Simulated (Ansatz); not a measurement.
# BH5N2O: the cost of one run

Method: RKS PBE/def2-SVP, in Ansatz 0.2.0.

### Step 1. The starting structure

Bond lengths: B1–N2 1.550 Å, N2–H3 1.060 Å, N2–H4 1.060 Å, B1–O5 1.410 Å, O5–H6 1.010 Å, B1–N7 1.550 Å, N7–H8 1.060 Å, N7–H9 1.060 Å. Angles: B1–N2–H3 120.0°, B1–N2–H4 120.0°, H3–N2–H4 120.0°, N2–B1–O5 120.0°, N2–B1–N7 120.0°, O5–B1–N7 120.0°, B1–O5–H6 109.5°, B1–N7–H8 120.0°, B1–N7–H9 120.0°, H8–N7–H9 120.0°.

As a file:

```xyz
9

B     0.0000    0.0000    0.0000
N     0.0000    0.0000    1.5500
H    -0.8770   -0.2713    2.0800
H     0.8770    0.2713    2.0800
O     1.2211    0.0000   -0.7050
H     1.5209   -0.9519   -0.8599
N    -1.3423    0.0000   -0.7750
H    -2.0112   -0.8164   -0.6764
H    -1.5914    0.8164   -1.4036
```

### Step 2. Relaxing the start

File input.yaml:

```yaml
crystal:
  periodic: [false, false, false]
  atoms:
    - { symbol: B, position_ang: [0.0, 0.0, 0.0] }
    - { symbol: "N", position_ang: [0.0, 0.0, 1.55] }
    - { symbol: H, position_ang: [-0.877, -0.2713, 2.08] }
    - { symbol: H, position_ang: [0.877, 0.2713, 2.08] }
    - { symbol: O, position_ang: [1.2211, 0.0, -0.705] }
    - { symbol: H, position_ang: [1.5209, -0.9519, -0.8599] }
    - { symbol: "N", position_ang: [-1.3423, 0.0, -0.775] }
    - { symbol: H, position_ang: [-2.0112, -0.8164, -0.6764] }
    - { symbol: H, position_ang: [-1.5914, 0.8164, -1.4036] }
basis:
  gaussian: { orbitals: def2-SVP }
hamiltonian:
  xc: pbe
relax:
  f_tol: 0.02
  max_steps: 40
```

The run is started by

```
> ansatz run input.yaml --threads 1 --pin off --max-ram 2048MiB --backend cpu --events-out ev --progress --plain --runs-dir out
```

**Question.** How long does this run take on 1 thread of Arm Neoverse V1, shared host, and how much memory does it need?

About 25 s, with a peak of 0.12 GiB.
